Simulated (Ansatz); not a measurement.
# Ni: the cost of one run

Computed with Ansatz 0.2.0 (DFT LDA, with the methods named in each step, unless a step's input says otherwise).

**1. The system as given**

It takes space group Im-3m (No. 229, cubic). Conventional cell: a = 2.767 Å, b = 2.767 Å, c = 2.767 Å, α = 90.00°, β = 90.00°, γ = 90.00°. Ni (site symmetry m-3m) is surrounded by 8 Ni at 2.40 Å.

Coordinates:

```xyz
1
Lattice="-1.3837 1.3837 1.3837 1.3837 -1.3837 1.3837 1.3837 1.3837 -1.3837" Properties=species:S:1:pos:R:3 pbc="T T T"
Ni    0.0000    0.0000    0.0000
```

**2. Free moments, LAPW**

The input, input.yaml:

```yaml
crystal:
  lattice:
    - [-1.38371547, 1.38371547, 1.38371547]
    - [1.38371547, -1.38371547, 1.38371547]
    - [1.38371547, 1.38371547, -1.38371547]
  atoms:
    - { symbol: Ni, position: [0.0, 0.0, 0.0], spin: 1.5 }
magnetization:
  spin_polarized: true
kpoints:
  mp_grid: { grid: [17, 17, 17] }
scf:
  occupations: { method: fermi_dirac, width: 0.05 }
  lower_state_search: "off"
hamiltonian:
  xc: lda
  pseudopotentials: { kind: all_electron, lapw: { basis_error: 0.001 } }
output:
  forces: true
  stress: true
  eigenvalues: false
  populations: true
```

Run with:

```
$ ansatz run input.yaml --threads 1 --pin off --max-ram 3072MiB --backend cpu --events-out ev --progress --plain --runs-dir out
```

**Question.** How long does this run take on 1 thread of Arm Neoverse V2, shared host, and how much memory does it need?

About 25 s, with a peak of 0.4 GiB.
